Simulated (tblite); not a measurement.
# C2H7B2ClS2: the cost of one run

Computed with tblite 0.8.0 and PySCF 2.14.0, with density-fitted response routines of our own, on a single molecule in the gas phase. Atoms count from 0, in the outputs and in this text.

## 1. The molecule as given

14 atoms, charge 0, multiplicity 1; geometry from: force field or distance geometry start.

Bonds of the start (Å): C0–S1 1.83, S1–B2 1.88, B2–B3 1.68, B3–Cl4 1.84, B3–S5 1.90, S5–C6 1.79, C0–H7 1.11, C0–H8 1.11, C0–H9 1.10, B2–H10 1.19, C6–H11 1.12, C6–H12 1.13, C6–H13 1.11.

## 2. Relaxing the molecule with GFN2-xTB

Job settings and geometry (Å):

```
{"job": {"kind": "relax", "xc": "GFN2-xTB", "basis": "xTB"}, "charge": 0, "multiplicity": 1}
C      3.448600     0.334600     0.422500
S      2.240500     1.321400    -0.539900
B      0.485100     1.002200     0.066100
B     -0.584600     0.184900    -0.931000
Cl     0.102700    -0.337100    -2.559500
S     -2.410600     0.695100    -0.933100
C     -3.395200    -0.203400     0.262100
H      2.937200    -0.263600     1.200900
H      4.089000    -0.280200    -0.245300
H      4.105100     1.039100     0.951000
H     -0.003400     1.893400     0.694700
H     -3.588200    -1.267300    -0.015800
H     -3.025200    -0.115400     1.326200
H     -4.401600     0.276000     0.278900
```

On the command line:

```
$ OMP_NUM_THREADS=1 python probes_run.py task.json out
```

One launch serves the whole session: the jobs run in the order shown.

**Question.** How long does this first job take on 1 thread of Arm Neoverse N1, shared host, and how much memory does it need?

About 1.6 s, with a peak of 0.18 GiB.
